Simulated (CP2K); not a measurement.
# SiF in CP2K: the effect of functional

The system is SiF.

```
Si F
1.0
     4.19356    0.00000    0.00000
     3.33899    2.53715    0.00000
     3.33899    1.12465    2.27426
Si F
1 1
Cartesian
  5.4358 1.8309 1.1371
  0.0000 0.0000 0.0000
```

The cell was built by a generator and needn't be a form met in nature.

Alike in all runs:

- Program: CP2K 2026.2
- Task: band structure
- Potentials or basis: POTENTIAL_UZH Si GTH-PBE-q4, F GTH-PBE-q7; TZVP-MOLOPT-PBE-GTH basis
- Density cutoff: 14966 eV
- k mesh: 12 × 12 × 12
- Occupations: fermi-dirac, width 0.05 eV
- Spin: no spin polarisation

```csv
functional,pressure (GPa)
LDA,-4.9
PBEsol,-3.3
rev-vdW-DF2,?
HLE16,-19.5
RPBE,2.1
SCAN,-1.0
```

Problem. What does the run with functional rev-vdW-DF2 give?

Solution. Pressure 0.3 GPa.

Caveats: the potentials were made for another functional, which shifts forces and pressure; the basis of atomic orbitals isn't converged, which shifts pressures, moduli and gaps; an odd number of electrons without spin polarisation forces a metal; a magnetic or distorted state may lie lower; the potentials were made for a functional far from this one (some runs).

Runs at the PBE level aren't shown here.
